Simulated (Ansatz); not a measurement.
Consider a convergence test of the plane-wave cutoff of YMg3, space group P-6m2 (Ansatz's Python interface).

Input file `ymg3.extxyz`:
```text
4
Lattice="3.30798521 0.0 0.0 -1.65399261 2.86479923 0.0 0.0 0.0 10.932285" Properties=species:S:1:pos:R:3 pbc="T T T"
Y     1.65399262    0.95493307    5.46614250
Mg    1.65399262    0.95493307    0.00000000
Mg   -0.00000002    1.90986616    2.64690298
Mg   -0.00000002    1.90986616    8.28538202
```

Script `ymg3.py`:
```python
'''Convergence of YMg3 with the plane-wave cutoff.'''

import ansatz
import matplotlib.pyplot as plt


def main() -> None:
    xtal = ansatz.Crystal.from_extxyz('ymg3.extxyz')

    job = (
        xtal.calculation()
        .functional('pbesol')
        .kpoints(7, 7, 2)
        .occupations('methfessel_paxton', width=0.1)  # the run then minimises F = E - TS
        .forces()
        .stress()
    )

    rows = []
    for value in [250, 325, 400, 475]:
        report = job.basis(value).run(threads=1).report
        rows.append((value, report['free_energy_ev'] / len(report['lattice']['sites']), report['n_iterations'], sum(report['stress_gpa'][i][i] for i in range(3)) / 3, max(abs(f) for row in report['forces_ev_ang'] for f in row), report['n_pw']))

    print(' cutoff (eV)   F/atom (eV)    iterations       P (GPa)  max component (eV/A)   plane waves')
    for row in rows:
        print(f'{str(row[0]):>12s}  {row[1]:12.5f}  {row[2]:12d}  {row[3]:12.3f}  {row[4]:20.4f}  {row[5]:12d}')

    # the last row is the reference
    for row in rows[:-1]:
        shift = 1000 * (row[1] - rows[-1][1])
        print(f'{row[0]}: {shift:+.2f} meV/atom' + ('  (within 2 meV)' if abs(shift) < 2 else ''))
    plt.figure(figsize=(4.5, 3))
    plt.plot([str(row[0]) for row in rows], [1000 * (row[1] - rows[-1][1]) for row in rows], 'o-')
    plt.xlabel('cutoff (eV)')
    plt.ylabel('F - F(last) (meV/atom)')
    plt.tight_layout()
    plt.savefig('ecut.png', dpi=100)


if __name__ == '__main__':
    main()
```

From which cutoff on is the energy per atom within 2 meV of the last row, and how does it get there?

From 400 eV on it stays within 2 meV an atom of the value at 475 eV; the first row (250 eV) is off by 177.3 meV and the last but one by 0.12 meV. The energy falls steadily, as expected when plane waves are added. The pressure moves from -1.17 to -1.23 GPa (the program's stress holds a Pulay correction, so it settles early).

The output:

Running `python ymg3.py` prints:
```text
DeckWarning: basis.ecutwfc = 250 eV is below the records' recommended 420 eV, and the density's cutoff is lower with it unless basis.ecutrho_ratio is high enough to keep the records' density cutoff: compare with a run at a higher cutoff
DeckWarning: basis.ecutwfc = 325 eV is below the records' recommended 420 eV, and the density's cutoff is lower with it unless basis.ecutrho_ratio is high enough to keep the records' density cutoff: compare with a run at a higher cutoff
DeckWarning: basis.ecutwfc = 400 eV is below the records' recommended 420 eV, and the density's cutoff is lower with it unless basis.ecutrho_ratio is high enough to keep the records' density cutoff: compare with a run at a higher cutoff
 cutoff (eV)   F/atom (eV)    iterations       P (GPa)  max component (eV/A)   plane waves
         250   -2382.60984             7        -1.174                0.0789           947
         325   -2382.78277             6        -1.225                0.0837          1389
         400   -2382.78700             6        -1.231                0.0839          1919
         475   -2382.78712             6        -1.231                0.0839          2433
250: +177.28 meV/atom
325: +4.35 meV/atom
400: +0.12 meV/atom  (within 2 meV)
```
(Warnings from the package without file and line.)

No spin polarisation was allowed. The mesh is modest for a metal, so energies can be off by several to tens of meV an atom and pressures by half a GPa or more; differences at equal mesh fare better. Pressure is positive in compression. This cell is a computed structure, which may not be the phase found in nature. Shifts are counted from the last row, which is itself no proven limit. By the engine's processor time: 7.3 s on 1 thread of Intel(R) Xeon(R) Processor @ 2.30GHz, with other jobs on the host, peak memory 0.65 GiB.
